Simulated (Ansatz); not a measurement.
Crystal: BiPt.

```
Bi Pt
1.0
     4.31500    0.00000    0.00000
    -2.15750    3.73690    0.00000
     0.00000    0.00000    5.49000
Bi Pt
2 2
Direct
  0.66667 0.33333 0.75000
  0.33333 0.66667 0.25000
  0.00000 0.00000 0.50000
  0.00000 0.00000 0.00000
```

- Program: Ansatz 0.2.0
- Task: relaxation of cell and atoms
- Functional: RPBE
- Potentials or basis: Ansatz PAW
- Cutoff: 420 eV (not typed: the program's choice for these potentials)
- k mesh: 7 × 7 × 5
- Occupations: fermi-dirac, width 0.05 eV
- Spin: no spin polarisation

At the start: volume 22.13 Å³/atom.

Question: Where does the relaxation end?

Answer: It ends after 7 steps and the volume is 24.16 Å³/atom (+9.2 %); space group P6_3/mmc (No. 194, to 0.05 Å).

Step by step:
```csv
step,energy change (eV),largest force (eV/Å),volume (Å³)
1,0.0000,0.0000,88.52
2,-0.1616,0.0000,102.05
3,-0.2438,0.0000,97.59
4,-0.2469,0.0000,96.69
5,-0.2493,0.0000,96.69
6,-0.2493,0.0000,96.64
7,-0.2493,0.0000,96.64
```

Final structure:
```xyz
4
Lattice="4.4521 0.0000 0.0000 -2.2261 3.8557 0.0000 0.0000 0.0000 5.6300" Properties=species:S:1:pos:R:3 pbc="T T T"
Bi    2.2261    1.2852    4.2225
Bi    0.0000    2.5704    1.4075
Pt    0.0000    0.0000    2.8150
Pt    0.0000    0.0000    0.0000
```

Caveat: the plane-wave basis is chosen anew once the cell has moved, so the energies of steps on either side of that aren't comparable; the PAW data sets come from PBE, with cores solved anew for the run's functional, which leaves a small shift of forces and pressure.
